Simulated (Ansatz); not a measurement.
# TiOF2 (singlet): geometry optimisation

Where does this start of TiOF2 (singlet) end when it is relaxed?

Method: RKS PBE0/def2-TZVP; program: Ansatz 0.2.0, Gaussian basis.

## Step 1: Where the work starts

4 atoms, charge 0, spin multiplicity 1.

Atoms are counted from 1 here; the program's logs count them from 0.

Bond lengths: Ti1–O2 1.596 Å, Ti1–F3 1.722 Å, Ti1–F4 1.722 Å. Angles: O2–Ti1–F3 111.7°, O2–Ti1–F4 111.7°, F3–Ti1–F4 113.6°.

The start was built by rule and, where that kept it together, relaxed with GFN2-xTB. Sticks and bond lists go by distance. 

## Step 2: Relaxation

Contents of in.yaml:

```yaml
crystal:
  periodic: [false, false, false]
  atoms:
    - {symbol: Ti, position_ang: [0.065640, 0.000192, -0.251118]}
    - {symbol: O, position_ang: [1.588078, 0.011497, 0.229353]}
    - {symbol: F, position_ang: [-0.761590, 1.435755, 0.218209]}
    - {symbol: F, position_ang: [-0.741181, -1.445921, 0.221341]}
basis:
  gaussian: {orbitals: def2-TZVP}
hamiltonian: {xc: pbe0}
relax: {f_tol: 0.004, max_steps: 80}
```

Launch:

```bash
$ ansatz run in.yaml --threads 1 --pin off --events-out ev --progress --plain --max-ram 2176MiB
```

Before running it: what results should come out? Wanted: energy gained; shift from the start; total energy; dipole moment.

**Answer**, as computed:

| quantity | value |
| --- | --- |
| steps | 6 |
| energy gained | 0.181 eV |
| shift from the start (rms) | 0.210 Å |
| total energy | -30591.2203 eV |
| dipole moment | 1.29 D |

What this shows: The bonds of the start are those of the end. Ti1–F4 went from 1.722 to 1.789 Å. No vibrations were run, so this is a stationary point, not a proven minimum, and this spin need not be the ground state's.
